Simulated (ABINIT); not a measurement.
# SiF (Pm-3m) in ABINIT: equation of state

Aim: energy against volume of SiF in PBE, for its equilibrium volume and stiffness.

All numbers are computed with ABINIT 10.8.3 (patched build); they aren't measurements. Logs are shortened: lines on timing, memory, paths and dates and some standing lists are left out, and cuts for length are marked. The log counts tension as positive stress, the text compression.

## (1) The structure

Symmetry: Pm-3m, No. 221, cubic system. The conventional cell has a = 3.029 Å, b = 3.029 Å, c = 3.029 Å, α = 90.00°, β = 90.00°, γ = 90.00°. Si (site symmetry m-3m) is surrounded by 8 F at 2.62 Å. F (site symmetry m-3m) is surrounded by 8 Si at 2.62 Å.

The cell was built by a generator and needn't be a form met in nature.

## (2) Equation of state, PBE

Contents of run.abi:

```
# Datasets: one volume each
ndtset 7
getwfk -1
scalecart1 3*0.9795861087
scalecart2 3*0.9864848297
scalecart3 3*0.9932883884
scalecart4 3*1.0000000000
scalecart5 3*1.0066227096
scalecart6 3*1.0131594038
scalecart7 3*1.0196128224

# Pseudopotentials
pp_dirpath "./"
pseudos "Si.GGA_PBE-JTH.xml, F.GGA_PBE-JTH.xml"

# Structure
acell 3*1.0
rprim
     5.7232245410     0.0000000000     0.0000000000
     0.0000000000     5.7232245410     0.0000000000
     0.0000000000     0.0000000000     5.7232245410
ntypat 2
znucl 14 9
natom 2
typat 1 2
xred
     0.5000000000     0.5000000000     0.5000000000
     0.0000000000     0.0000000000     0.0000000000

# Plane-wave basis
ecut 23.0
pawecutdg 45.0
pawxcdev 0

# k points
kptopt 1
ngkpt 9 9 9
nshiftk 1
shiftk 0.0 0.0 0.0

# Exchange and correlation
ixc 11

# Bands and occupations
nband 10
occopt 3
tsmear 0.05 eV

# SCF cycle
nstep 100
tolvrs 1.0e-9

# Output
iomode 3
prtwf 1
prtden 0
prteig 0
prtebands 0
enunit 2
```

Potentials or basis: JTH PAW PBE v2.0.

Launch:

```sh
$ abinit run.abi > log 2>&1
```

run.abo:

```text
.Version 10.8.3 of ABINIT
 DATASET    1 : space group Pm -3 m (#221); Bravais cP (primitive cubic)
================================================================================
 Values of the parameters that define the memory need for DATASET  1.
     intxc =       0    ionmov =       0      iscf =      17    lmnmax =       8
     lnmax =       4     mgfft =      27  mpssoang =       2    mqgrid =    3001
     natom =       2  nloc_mem =       2    nspden =       1   nspinor =       1
    nsppol =       1      nsym =      48    n1xccc =       1    ntypat =       2
    occopt =       3   xclevel =       2
       mpw =         943          nfft =       19683          nkpt =          35
 PAW method is used; the additional fine FFT grid is defined by:
   mgfftf=        36    nfftf =     46656
================================================================================
================================================================================
[... 71 lines left out ...]
 DATASET    7 : space group Pm -3 m (#221); Bravais cP (primitive cubic)
================================================================================
 Values of the parameters that define the memory need for DATASET  7.
     intxc =       0    ionmov =       0      iscf =      17    lmnmax =       8
     lnmax =       4     mgfft =      27  mpssoang =       2    mqgrid =    3001
     natom =       2  nloc_mem =       2    nspden =       1   nspinor =       1
    nsppol =       1      nsym =      48    n1xccc =       1    ntypat =       2
    occopt =       3   xclevel =       2
       mpw =        1058          nfft =       19683          nkpt =          35
 PAW method is used; the additional fine FFT grid is defined by:
   mgfftf=        36    nfftf =     46656
================================================================================
================================================================================

--------------------------------------------------------------------------------
------------- Echo of variables that govern the present computation ------------
--------------------------------------------------------------------------------
 -outvars: echo values of preprocessed input variables --------
            acell      1.0000000000E+00  1.0000000000E+00  1.0000000000E+00 Bohr
              amu      2.80855000E+01  1.89984032E+01
             ecut      2.30000000E+01 Hartree
           enunit           2
           getwfk          -1
              ixc          11
           jdtset        1    2    3    4    5    6    7
         kptrlatt        9    0    0      0    9    0      0    0    9
          kptrlen1     5.04575213E+01
          kptrlen2     5.08128677E+01
          kptrlen3     5.11633123E+01
          kptrlen4     5.15090209E+01
          kptrlen5     5.18501502E+01
          kptrlen6     5.21868489E+01
          kptrlen7     5.25192581E+01
            natom           2
            nband          10
           ndtset           7
            ngfft          27      27      27
          ngfftdg          36      36      36
             nkpt          35
            nstep         100
             nsym          48
           ntypat           2
           occopt           3
        pawecutdg      4.50000000E+01 Hartree
         pawxcdev           0
           prtden           0
        prtebands           0
           prteig           0
            rprim1     5.6063912573E+00  0.0000000000E+00  0.0000000000E+00
                       0.0000000000E+00  5.6063912573E+00  0.0000000000E+00
                       0.0000000000E+00  0.0000000000E+00  5.6063912573E+00
            rprim2     5.6458741867E+00  0.0000000000E+00  0.0000000000E+00
                       0.0000000000E+00  5.6458741867E+00  0.0000000000E+00
                       0.0000000000E+00  0.0000000000E+00  5.6458741867E+00
            rprim3     5.6848124808E+00  0.0000000000E+00  0.0000000000E+00
                       0.0000000000E+00  5.6848124808E+00  0.0000000000E+00
                       0.0000000000E+00  0.0000000000E+00  5.6848124808E+00
            rprim4     5.7232245410E+00  0.0000000000E+00  0.0000000000E+00
                       0.0000000000E+00  5.7232245410E+00  0.0000000000E+00
                       0.0000000000E+00  0.0000000000E+00  5.7232245410E+00
            rprim5     5.7611277951E+00  0.0000000000E+00  0.0000000000E+00
                       0.0000000000E+00  5.7611277951E+00  0.0000000000E+00
                       0.0000000000E+00  0.0000000000E+00  5.7611277951E+00
            rprim6     5.7985387638E+00  0.0000000000E+00  0.0000000000E+00
                       0.0000000000E+00  5.7985387638E+00  0.0000000000E+00
                       0.0000000000E+00  0.0000000000E+00  5.7985387638E+00
            rprim7     5.8354731275E+00  0.0000000000E+00  0.0000000000E+00
                       0.0000000000E+00  5.8354731275E+00  0.0000000000E+00
                       0.0000000000E+00  0.0000000000E+00  5.8354731275E+00
          spgroup         221
           tolvrs      1.00000000E-09
           tsmear      1.83746611E-03 Hartree
            typat      1  2
           useylm           1
           xangst1     1.4833872434E+00  1.4833872434E+00  1.4833872434E+00
                       0.0000000000E+00  0.0000000000E+00  0.0000000000E+00
           xangst2     1.4938339766E+00  1.4938339766E+00  1.4938339766E+00
                       0.0000000000E+00  0.0000000000E+00  0.0000000000E+00
           xangst3     1.5041366055E+00  1.5041366055E+00  1.5041366055E+00
                       0.0000000000E+00  0.0000000000E+00  0.0000000000E+00
           xangst4     1.5142999990E+00  1.5142999990E+00  1.5142999990E+00
                       0.0000000000E+00  0.0000000000E+00  0.0000000000E+00
           xangst5     1.5243287681E+00  1.5243287681E+00  1.5243287681E+00
                       0.0000000000E+00  0.0000000000E+00  0.0000000000E+00
           xangst6     1.5342272841E+00  1.5342272841E+00  1.5342272841E+00
                       0.0000000000E+00  0.0000000000E+00  0.0000000000E+00
           xangst7     1.5439996959E+00  1.5439996959E+00  1.5439996959E+00
                       0.0000000000E+00  0.0000000000E+00  0.0000000000E+00
            xcart1     2.8031956287E+00  2.8031956287E+00  2.8031956287E+00
                       0.0000000000E+00  0.0000000000E+00  0.0000000000E+00
            xcart2     2.8229370933E+00  2.8229370933E+00  2.8229370933E+00
                       0.0000000000E+00  0.0000000000E+00  0.0000000000E+00
            xcart3     2.8424062404E+00  2.8424062404E+00  2.8424062404E+00
                       0.0000000000E+00  0.0000000000E+00  0.0000000000E+00
            xcart4     2.8616122705E+00  2.8616122705E+00  2.8616122705E+00
                       0.0000000000E+00  0.0000000000E+00  0.0000000000E+00
            xcart5     2.8805638976E+00  2.8805638976E+00  2.8805638976E+00
                       0.0000000000E+00  0.0000000000E+00  0.0000000000E+00
            xcart6     2.8992693819E+00  2.8992693819E+00  2.8992693819E+00
                       0.0000000000E+00  0.0000000000E+00  0.0000000000E+00
            xcart7     2.9177365637E+00  2.9177365637E+00  2.9177365637E+00
                       0.0000000000E+00  0.0000000000E+00  0.0000000000E+00
             xred      5.0000000000E-01  5.0000000000E-01  5.0000000000E-01
                       0.0000000000E+00  0.0000000000E+00  0.0000000000E+00
            znucl       14.00000    9.00000

================================================================================

 chkinp: Checking input parameters for consistency, jdtset=   1.

 chkinp: Checking input parameters for consistency, jdtset=   2.
[... 40 lines left out ...]
 getcut: wavevector=  0.0000  0.0000  0.0000  ngfft=  36  36  36
         ecut(hartree)=     45.000   => boxcut(ratio)=   2.12641

--- Pseudopotential description ------------------------------------------------
- pspini: atom type   1  psp file is ./Si.GGA_PBE-JTH.xml
 Pseudopotential format is: paw10
 basis_size (lnmax)=  4 (lmn_size=  8), orbitals=   0   0   1   1
 Spheres core radius: rc_sph= 1.90944987
 Shapefunction is BESSEL type: shapef(r,l)=aa(1,l)*jl(q(1,l)*r)+aa(2,l)*jl(q(2,l)*r)
 Radius for shape functions =  1.60149249
 Compensation charge density is not taken into account in XC energy/potential

- pspini: atom type   2  psp file is ./F.GGA_PBE-JTH.xml
 Pseudopotential format is: paw10
 basis_size (lnmax)=  4 (lmn_size=  8), orbitals=   0   0   1   1
 Spheres core radius: rc_sph= 1.40288605
 Shapefunction is SIN type: shapef(r)=[sin(pi*r/rshp)/(pi*r/rshp)]**2
 Radius for shape functions =  1.20455331
 Compensation charge density is not taken into account in XC energy/potential

   1.14921674E+02                                ecore*ucvol(ha*bohr**3)
--------------------------------------------------------------------------------

[... 1298 lines left out ...]
-Cartesian components of stress tensor (GPa)         [Pressure= -3.7551E+00 GPa]
- sigma(1 1)=  3.75513840E+00  sigma(3 2)=  0.00000000E+00
- sigma(2 2)=  3.75513840E+00  sigma(3 1)=  0.00000000E+00
- sigma(3 3)=  3.75513840E+00  sigma(2 1)=  0.00000000E+00

== END DATASET(S) ==============================================================
================================================================================

 -outvars: echo values of variables after computation  --------
            acell      1.0000000000E+00  1.0000000000E+00  1.0000000000E+00 Bohr
           etotal1    -2.8311781291E+01
           etotal2    -2.8312337469E+01
           etotal3    -2.8312661404E+01
           etotal4    -2.8312774929E+01
           etotal5    -2.8312701138E+01
           etotal6    -2.8312461710E+01
           etotal7    -2.8312071357E+01
            fcart1    -0.0000000000E+00 -0.0000000000E+00 -0.0000000000E+00
                      -0.0000000000E+00 -0.0000000000E+00 -0.0000000000E+00
            fcart2    -0.0000000000E+00 -0.0000000000E+00 -0.0000000000E+00
                      -0.0000000000E+00 -0.0000000000E+00 -0.0000000000E+00
            fcart3    -0.0000000000E+00 -0.0000000000E+00 -0.0000000000E+00
                      -0.0000000000E+00 -0.0000000000E+00 -0.0000000000E+00
            fcart4    -0.0000000000E+00 -0.0000000000E+00 -0.0000000000E+00
                      -0.0000000000E+00 -0.0000000000E+00 -0.0000000000E+00
            fcart5    -0.0000000000E+00 -0.0000000000E+00 -0.0000000000E+00
                      -0.0000000000E+00 -0.0000000000E+00 -0.0000000000E+00
[... 38 lines left out ...]
                       0.0000000000E+00  0.0000000000E+00  0.0000000000E+00
           xangst1     1.4833872434E+00  1.4833872434E+00  1.4833872434E+00
                       0.0000000000E+00  0.0000000000E+00  0.0000000000E+00
           xangst2     1.4938339766E+00  1.4938339766E+00  1.4938339766E+00
                       0.0000000000E+00  0.0000000000E+00  0.0000000000E+00
           xangst3     1.5041366055E+00  1.5041366055E+00  1.5041366055E+00
                       0.0000000000E+00  0.0000000000E+00  0.0000000000E+00
           xangst4     1.5142999990E+00  1.5142999990E+00  1.5142999990E+00
                       0.0000000000E+00  0.0000000000E+00  0.0000000000E+00
           xangst5     1.5243287681E+00  1.5243287681E+00  1.5243287681E+00
                       0.0000000000E+00  0.0000000000E+00  0.0000000000E+00
           xangst6     1.5342272841E+00  1.5342272841E+00  1.5342272841E+00
                       0.0000000000E+00  0.0000000000E+00  0.0000000000E+00
           xangst7     1.5439996959E+00  1.5439996959E+00  1.5439996959E+00
                       0.0000000000E+00  0.0000000000E+00  0.0000000000E+00
             xred      5.0000000000E-01  5.0000000000E-01  5.0000000000E-01
                       0.0000000000E+00  0.0000000000E+00  0.0000000000E+00
 Calculation completed.
```

Run time: 69 s. Hardware: 1 thread of Arm Neoverse V1, shared host; peak memory 0.12 GiB.

What came out:

| Item | Value |
| --- | --- |
| Equilibrium volume | 13.92 Å³/atom |
| Bulk modulus | 73 GPa |
| Pressure derivative of the bulk modulus | 4.6 |

Energy against volume, from the lowest point:
```
volume (Å³/atom)  energy (meV/atom)
          13.056              13.52
          13.334               5.95
          13.612               1.54
          13.890               0.00
          14.168               1.00
          14.445               4.26
          14.723               9.57
```

Caveat: pressures at fixed basis lie under the slope of the energies.
